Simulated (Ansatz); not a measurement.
## BrH2MgN, SMILES [NH2][Mg][Br]: a relaxed scan of one distance, step by step

Computed with Ansatz's Python interface.

Typed at the interpreter:
```pycon
>>> import ansatz
>>> import numpy as np
>>> GEOMETRY = """
... N    -1.02540    0.53480   -0.23220
... Mg    0.52450   -0.56710    0.43260
... Br    2.44980   -1.95790    1.24570
... H    -0.68930    1.58730   -0.21970
... H    -1.20970    0.32920   -1.26790
... """
>>> geometry = ansatz.Crystal.molecule()
>>> for line in GEOMETRY.strip().splitlines():
...     symbol, *xyz = line.split()
...     geometry = geometry.atom(symbol, [float(v) for v in xyz])
...
>>> calc = (
...     geometry.calculation()
...     .basis(gaussian="def2-SVP")
...     .functional("pbe0")
... )
>>> symbols = [site.symbol for site in geometry.cartesian_sites]
>>> pairs = [(0, 1), (0, 3), (0, 4), (1, 2)]
>>> print("held (A)   E (eV)        ", "  ".join(f"{symbols[i]}{i}-{symbols[j]}{j}" for i, j in pairs))
held (A)   E (eV)         N0-Mg1  N0-H3  N0-H4  Mg1-Br2
>>> for length in [1.02, 1.1, 1.19, 1.33, 1.49]:
...     data = calc.relax(constraints=[ansatz.DistanceConstraint((0, 3), at=length)], force_tolerance=0.02, max_steps=60).run().report
...     xyz = np.array(data["positions_ang"])
...     print(f"{length:6.2f} {data['free_energy_ev']:14.5f}  ", "  ".join(f"{np.linalg.norm(xyz[i] - xyz[j]):.3f}" for i, j in pairs))
...
DeckWarning: relax.constraints: the input's atoms, or those drawn, lie off the distances that are held; a relaxation that starts there is brought onto them ahead of its first SCF, by positions alone, an atom by 4.25e-2 Å at the most. With the symmetry [...]
  1.02   -76991.62356   1.880  1.020  1.016  2.356
  1.10   -76991.48888   1.878  1.100  1.016  2.356
  1.19   -76991.14034   1.875  1.190  1.016  2.355
  1.33   -76990.40989   1.885  1.330  1.017  2.355
  1.49   -76989.54346   1.912  1.490  1.022  2.354
```

Reading the output:
- Total energies depend on the basis set; only differences at equal settings carry meaning.
- Warnings are shown shortened and without file and line.
- The energies are electronic: no zero-point or thermal terms, and the basis set is short of its limit.
- Wall time of the script: 100 s on 1 thread of Arm Neoverse V2 (shared host), peak memory 0.22 GiB.
